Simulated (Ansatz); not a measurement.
**Cl2H4OSi2: basis-set convergence**

How large a basis does Cl2H4OSi2 need? Two functionals are run in growing sets.

Program: Ansatz 0.2.0, Gaussian basis. Level of theory: one geometry, several basis sets. These are calculated values, not measurements.

Plan: PBE0-D4/def2-SVP; ωB97M-V/def2-SVP; PBE0-D4/def2-QZVPP; ωB97M-V/def2-QZVPP; the functionals' def2-TZVPP values are taken from earlier runs.

## Step 1: Structure used throughout

An earlier PBE0-D4 in a triple-zeta def2 set relaxation fixed the geometry.

SMILES `[SiH3]O[SiH](Cl)Cl`, 9 atoms, charge 0, spin multiplicity 1.

Atoms are counted from 1 here; the program's logs count them from 0.

Bond lengths: Si1–O2 1.649 Å, Si1–H6 1.481 Å, Si1–H7 1.483 Å, Si1–H8 1.483 Å, O2–Si3 1.607 Å, Si3–Cl4 2.039 Å, Si3–Cl5 2.039 Å, Si3–H9 1.468 Å. Angles: O2–Si1–H6 107.2°, O2–Si1–H7 109.6°, O2–Si1–H8 109.5°, H6–Si1–H7 110.3°, H6–Si1–H8 110.3°, H7–Si1–H8 109.9°, Si1–O2–Si3 146.6°, O2–Si3–Cl4 110.0°, O2–Si3–Cl5 110.0°, O2–Si3–H9 109.9°, Cl4–Si3–Cl5 108.4°, Cl4–Si3–H9 109.2°, Cl5–Si3–H9 109.2°.

## Step 2: PBE0-D4 in def2-SVP

Input file in.yaml:

```yaml
crystal:
  periodic: [false, false, false]
  atoms:
    - {symbol: Si, position_ang: [-1.499675, -0.523190, 0.020016]}
    - {symbol: O, position_ang: [-0.219631, 0.500527, -0.159652]}
    - {symbol: Si, position_ang: [1.375982, 0.680150, -0.086753]}
    - {symbol: Cl, position_ang: [2.028909, 0.361296, 1.818035]}
    - {symbol: Cl, position_ang: [2.287463, -0.668928, -1.314474]}
    - {symbol: H, position_ang: [-2.728395, 0.261776, -0.237973]}
    - {symbol: H, position_ang: [-1.514911, -1.062179, 1.401551]}
    - {symbol: H, position_ang: [-1.385409, -1.634527, -0.955190]}
    - {symbol: H, position_ang: [1.744166, 2.038874, -0.502762]}
basis:
  gaussian: {orbitals: def2-SVP}
hamiltonian: {xc: pbe0, dispersion: d4}
output: {orbitals: {seedname: orbitals}}
```

Further steps of the session: ωB97M-V in def2-SVP; PBE0-D4 in def2-QZVPP; ωB97M-V in def2-QZVPP.

**Question.** What will the summary of the whole plan be? Wanted: PBE0-D4: double and triple zeta above quadruple; ωB97M-V: double and triple zeta above quadruple.

As calculated:

```
                                       quantity           value
PBE0-D4: double and triple zeta above quadruple  18.55, 1.42 eV
ωB97M-V: double and triple zeta above quadruple  18.43, 1.33 eV
```

**Reading.** PBE0-D4 gains 17.13 eV from double to triple zeta, then 1.42 eV more. Total energies overstate the basis error of differences, where much of it tends to cancel. The LUMO of ωB97M-V is positive and keeps falling with the basis (2.31 to 1.24 eV): an unbound level that the basis holds in place.
